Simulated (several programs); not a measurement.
Cs₂AgBiBr₆, elpasolite, relaxed with r2SCAN in Ansatz, was computed with several methods. The symmetry is Fm-3m (No. 225, cubic); a = 11.345 Å in the conventional setting, 36.51 Å³ an atom. Around Cs lie 12 Br at 4.01 Å; around Ag lie 6 Br at 2.82 Å; around Bi lie 6 Br at 2.86 Å; around Br lie 1 Ag at 2.82 Å and 1 Bi at 2.86 Å and 4 Cs at 4.01 Å. The cell comes from a prototype generator: it can be a known phase or a hypothetical one. Spin polarisation is off.

```yaml
crystal:
  lattice:
    - [0.00000, 5.67270, 5.67270]
    - [5.67270, 0.00000, 5.67270]
    - [5.67270, 5.67270, 0.00000]
  atoms:
    - { symbol: Cs, position: [0.25000, 0.25000, 0.25000] }
    - { symbol: Cs, position: [0.75000, 0.75000, 0.75000] }
    - { symbol: Ag, position: [0.00000, 0.00000, 0.00000] }
    - { symbol: Bi, position: [0.50000, 0.50000, 0.50000] }
    - { symbol: Br, position: [0.24817, 0.75183, 0.75183] }
    - { symbol: Br, position: [0.24817, 0.75183, 0.24817] }
    - { symbol: Br, position: [0.75183, 0.24817, 0.75183] }
    - { symbol: Br, position: [0.75183, 0.24817, 0.24817] }
    - { symbol: Br, position: [0.75183, 0.75183, 0.24817] }
    - { symbol: Br, position: [0.24817, 0.24817, 0.75183] }
```

Gaps and times are for a single point on this cell; volume and bulk modulus come from each method's own relaxation or energy curve at fixed shape, which is too stiff where a cell has free coordinates or axes. Times are rough, from shared hosts (Arm Neoverse V1; Arm Neoverse V2), and each method has its own mesh and cell size. A double dagger marks a value from a curve with shape and coordinates held. PM6 (MOPAC), PM7 (MOPAC), GFN1-xTB (tblite), GFN2-xTB (tblite) treat a cluster of cells at its zone centre, which samples few k points: where these miss a band edge, the gap comes out too large for that reason alone. Gaps from k meshes are read at a limited set of points (mesh, symmetry points, PBE's band edges), so each method's own least gap may be somewhat smaller. xTB and the PM methods were fitted mostly to molecules, and can miss a solid's gap by electronvolts. Minimal bases can be far off for gaps. Times of the plane-wave ladder aren't listed, since it ran on unlike processors and cards. d marks a direct gap, i an indirect one (no mark: not told apart), a dash a value that wasn't computed or didn't pass its checks.

```tsv
method	kind	gap (eV)	own volume (Å³/atom)	bulk modulus (GPa)	atoms computed	processor time
PBEsol	semilocal	–	35.00	–	10	–
GFN1-xTB (tblite)	tight binding	1.97	34.38‡	34‡	cluster	1.9 s
GFN2-xTB (tblite)	tight binding	2.80	37.12‡	22‡	cluster	2.6 s
PM7 (MOPAC)	semi-empirical	6.81	–	–	cluster	3.8 s
PM6 (MOPAC)	semi-empirical	6.02	–	–	cluster	5.2 s
light PBE (260 eV and a coarse mesh)	light plane-wave	1.33 i	–	–	10	5.6 s
LDA	semilocal	1.12 i	33.24	–	10	–
PBE	semilocal	1.28 i	37.77	23‡	10	–
PBE/SZV (CP2K)	small basis	0.98 i	–	–	10	29 s
r2SCAN	semilocal	1.67 i	36.51	27‡	10	–
PBE/DZVP (CP2K)	small basis	1.29 i	38.25‡	23‡	10	63 s
LC-ωPBE	hybrid	6.59 i	–	–	10	–
PBE+SOC	semilocal	1.05 i	–	–	10	–
HSE06	hybrid	2.15 i	–	–	10	–
PBE0	hybrid	2.82 i	–	–	10	–
DDH-PBE0	hybrid	2.49 i	–	–	10	–
```

Q: How far from the measured values lie the methods that can be set against them?

A:
- Band gap, measured 2.12 eV: GFN1-xTB (tblite) -0.15 eV, GFN2-xTB (tblite) +0.68 eV, PM7 (MOPAC) +4.69 eV, PM6 (MOPAC) +3.90 eV, light PBE (260 eV and a coarse mesh) -0.79 eV, LDA -1.00 eV, PBE -0.84 eV, PBE/SZV (CP2K) -1.14 eV, r2SCAN -0.45 eV, PBE/DZVP (CP2K) -0.83 eV, LC-ωPBE +4.47 eV, PBE+SOC -1.07 eV, HSE06 +0.03 eV, PBE0 +0.70 eV, DDH-PBE0 +0.37 eV.
- Volume, measured 35.78 Å³ an atom: PBEsol -2.2 %, LDA -7.1 %, PBE +5.6 %, r2SCAN +2.0 %.
The calculations are for a static lattice; samples hold vibrations, temperature and, in optical gaps, excitons. A measured value is shown where most reports agree with it, and only for the quantities listed. Sources: 2.12 eV (indirect gap from Tauc plot of optical absorption, Ag:Bi = 1.15:1 in precursor; 300 K; “Highly ordered lead-free double perovskite halides by design”; Tauc extrapolation of indirect absorption edge; crystal grown with Ag excess; measurement temperature not stated, presumably room …; 2020; arxiv:2006.15818); 35.78 Å³ an atom (from the lattice constants; cubic a, crystal grown at 60 C; “Lead‐Free Halide Double Perovskite Cs₂AgBiBr₆ with Decreased Band Gap”; measurement temperature not stated in the passage; 2020; pmc:7496408).

Only the rows marked +SOC include spin-orbit coupling.
